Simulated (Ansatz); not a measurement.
**BGeH₅S: small, medium and large basis sets**

Aim: see how fast density functionals converge with the basis set for BGeH₅S.

Computed with Ansatz 0.2.0, Gaussian basis. Level: one geometry, several basis sets.

Levels to be run: PBE0-D4/def2-SVP; ωB97M-V/def2-SVP; PBE0-D4/def2-QZVPP; ωB97M-V/def2-QZVPP; the functionals' def2-TZVPP values are taken from earlier runs.

## Step 1: Structure used throughout

The geometry comes from an earlier relaxation with PBE0-D4 in a triple-zeta def2 set; it is a stationary point, not always the lowest conformer.

SMILES `B[S][GeH3]`, 8 atoms, charge 0, spin multiplicity 1.

Atoms are counted from 1 here; the program's logs count them from 0.

Bond lengths: B1–S2 1.769 Å, B1–H4 1.195 Å, B1–H5 1.193 Å, S2–Ge3 2.241 Å, Ge3–H6 1.533 Å, Ge3–H7 1.534 Å, Ge3–H8 1.533 Å. Angles: S2–B1–H4 121.9°, S2–B1–H5 116.5°, H4–B1–H5 121.6°, B1–S2–Ge3 101.0°, S2–Ge3–H6 108.8°, S2–Ge3–H7 106.5°, S2–Ge3–H8 108.8°, H6–Ge3–H7 110.8°, H6–Ge3–H8 110.9°, H7–Ge3–H8 110.8°.

## Step 2: PBE0-D4 in def2-SVP

in.yaml reads:

```yaml
crystal:
  periodic: [false, false, false]
  atoms:
    - {symbol: B, position_ang: [-0.825825, 1.149883, -1.024934]}
    - {symbol: S, position_ang: [0.845756, 0.575329, -0.946474]}
    - {symbol: Ge, position_ang: [0.713972, -0.888158, 0.746125]}
    - {symbol: H, position_ang: [-1.668223, 0.743809, -0.281618]}
    - {symbol: H, position_ang: [-1.069857, 1.965751, -1.860251]}
    - {symbol: H, position_ang: [0.270407, -0.143203, 2.010906]}
    - {symbol: H, position_ang: [2.119506, -1.477088, 0.924426]}
    - {symbol: H, position_ang: [-0.293435, -1.983324, 0.375921]}
basis:
  gaussian: {orbitals: def2-SVP}
hamiltonian: {xc: pbe0, dispersion: d4}
output: {orbitals: {seedname: orbitals}}
```

Launch:

```
ansatz run in.yaml --threads 2 --pin off --events-out ev --progress --plain --max-ram 4352MiB
```

Further steps of the session: ωB97M-V in def2-SVP; PBE0-D4 in def2-QZVPP; ωB97M-V in def2-QZVPP.

Q: Predict the results of all the runs planned. Wanted: PBE0-D4: double and triple zeta above quadruple; ωB97M-V: double and triple zeta above quadruple.

The runs gave:

```
                                       quantity           value
PBE0-D4: double and triple zeta above quadruple  13.27, 1.60 eV
ωB97M-V: double and triple zeta above quadruple  13.27, 1.55 eV
```

For PBE0-D4 the step from double to triple zeta gains 11.67 eV and the next only 1.60 eV. These are total energies; as a rule much of such shifts cancels in differences, which this series doesn't test.
